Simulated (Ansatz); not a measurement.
## KRhO3, space group Pm-3m: a point defect in a supercell

Program: Ansatz 0.2.0 through its Python package.

Contents of `krho3.extxyz`:
```text
5
Lattice="3.991577 0.0 0.0 0.0 3.991577 0.0 0.0 0.0 3.991577" Properties=species:S:1:pos:R:3 pbc="T T T"
K     0.00000000    0.00000000    0.00000000
Rh    1.99578850    1.99578850    1.99578850
O     1.99578850    1.99578850    0.00000000
O     1.99578850    0.00000000    1.99578850
O     0.00000000    1.99578850    1.99578850
```

`run_defect.py`
```python
"""An antisite in a supercell of KRhO3, against the perfect cell."""

import ansatz as az
import numpy as np

cell = az.Crystal.from_extxyz("krho3.extxyz")
host = cell.supercell(2, 2, 1)
defective = host.substitution("Rh", at=[0.0, 0.0, 0.0], replaces="K")

def settled(structure):
    return (
        structure.calculation()
        .kpoints(mesh=(2, 2, 3))
        .occupations(az.OccupationsMethod.FERMI_DIRAC)
        .basis(420)
        .functional("pbesol")
        .pseudopotentials("paw")
        .band_table()
    )


perfect = settled(host).run().report
setup = settled(defective)
setup = setup.relax(force_tolerance=0.03, max_steps=25)
res = setup.run()
summary = res.report

n_host, n_defect = len(perfect["lattice"]["sites"]), len(summary["lattice"]["sites"])
print(f"perfect cell: {n_host} atoms, F = {perfect['free_energy_ev']:.4f} eV")
print(f"defect cell:  {n_defect} atoms, F = {summary['free_energy_ev']:.4f} eV")
# chemical potentials are still to be added to this difference
print(f"difference {summary['free_energy_ev'] - perfect['free_energy_ev']:.4f} eV (no chemical potentials)")

for label, run in (("perfect", perfect), ("defect", summary)):
    levels, filled = np.array(run["eigenvalues_ev"][0]), np.array(run["occupations"][0])
    top = int(np.argmin(np.abs(levels - run["fermi_energy_ev"])))
    window = slice(max(top - 3, 0), top + 4)
    print(label, "levels near E_F at the first k-point:", ", ".join(f"{e - run['fermi_energy_ev']:.2f} ({f:.2f})" for e, f in zip(levels[window], filled[window])))

start = np.array([site.position for site in defective.resolved().sites])
step = np.array([site.position_frac for site in res.lattice.sites]) - start
moved = np.linalg.norm((step - np.round(step)) @ res.lattice.cell_ang, axis=1)
print("relaxation by atom (A):", " ".join(f"{site.symbol}:{d:.3f}" for site, d in zip(res.lattice.sites, moved)))
```

```console
$ python run_defect.py
perfect cell: 20 atoms, F = -38135.2205 eV
defect cell:  20 atoms, F = -42954.0314 eV
difference -4818.8108 eV (no chemical potentials)
perfect levels near E_F at the first k-point: -0.93 (2.00), -0.92 (2.00), -0.62 (2.00), 0.15 (0.37), 0.15 (0.37), 0.23 (0.19), 0.23 (0.19)
defect levels near E_F at the first k-point: -0.15 (1.62), -0.15 (1.62), -0.09 (1.43), 0.04 (0.79), 0.18 (0.29), 0.23 (0.18), 0.23 (0.18)
relaxation by atom (A): Rh:0.000 Rh:0.066 O:0.631 O:0.168 O:0.168 K:0.000 Rh:0.066 O:0.631 O:0.027 O:0.168 K:0.000 Rh:0.066 O:0.631 O:0.168 O:0.027 K:0.000 Rh:0.066 O:0.631 O:0.027 O:0.027
```

What to keep in mind:
- Absolute energies stand on the zero of these potentials, so only differences at equal settings mean something. A total without «per atom» is that of the whole cell that was run.
- The run is spin-unpolarised.
- For a metal this k-point mesh is coarse: on a finer one energies can move by several to tens of meV an atom and pressures by half a GPa or more, differences at one mesh by less.
- The relaxation stopped at 0.030 eV/Å, so the energy gained is a lower bound and displacements are uncertain.
- The difference holds no chemical potentials.
- Errors of mesh and smearing per atom add up over the supercell, so the energy can be off by tenths of an eV.
- Each cell's levels count from its own Fermi level and aren't aligned; one k-point can hide that the defect cell is metallic.
- This cell is a computed structure, which may not be the phase found in nature.
- Gaps and levels are Kohn-Sham values on a finite set of k-points, without spin-orbit coupling.
- The supercell is small, so the defect meets its images and the energies aren't those of an isolated defect; a partly filled defect level may also lower its energy by spin or distortion. For a charged cell the difference holds no correction, alignment or term for the electrons' reservoir.
- Timing: 90 s on 1 thread of Arm Neoverse V2, on a shared host, peak memory 0.66 GiB.
